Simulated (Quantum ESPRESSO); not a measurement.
Crystal: BiS.

```
Bi S
1.0
     2.10927    1.21779    3.50049
    -2.10927    1.21779    3.50049
     0.00000   -2.43558    3.50049
Bi S
1 1
Direct
  0.00000 0.00000 0.00000
  0.50000 0.50000 0.50000
```

The cell was built by a generator and needn't be a form met in nature.

```yaml
Program: Quantum ESPRESSO 7.5
Task: phonons
Functional: PBEsol
Potentials_or_basis: PseudoDojo 0.4.1 SR PBEsol standard
Cutoff: 898 eV
Density_cutoff: 3592 eV
k_mesh: 6 × 6 × 6
Occupations: cold, width 0.272 eV
Spin: no spin polarisation
Mixing_beta: 0.5
Most_SCF_iterations: 120
SCF_threshold: 4e-10 Ry
Diago_david_ndim: 4
```

At Γ the optical frequencies are 115 115 123 cm⁻¹, at a pressure of -3.9 GPa.

How do the modes respond when the cell is scaled evenly, at fixed shape?

The highest mode has a Grüneisen parameter of 5.07. None of the listed modes softens on compression. Real pressure also changes the shape of this cell, most of all in layered crystals, so these aren't the shifts under hydrostatic load.

Frequencies at 99 % and 101 % of the volume (pressures -3.4 and -4.4 GPa), ions relaxed:
| mode | 99 % (cm⁻¹) | 101 % (cm⁻¹) | Grüneisen parameter |
| --- | --- | --- | --- |
| 4 | 121.0 | 108.3 | 5.55 |
| 5 | 121.0 | 108.3 | 5.55 |
| 6 | 128.8 | 116.4 | 5.07 |

Modes are matched by their order; those that don't vary smoothly over the three volumes are left out.

Caveat: the k mesh is coarse; the mesh is thin for the phonons of a metal; the cell is more than 3 GPa from zero pressure, which shifts response properties.
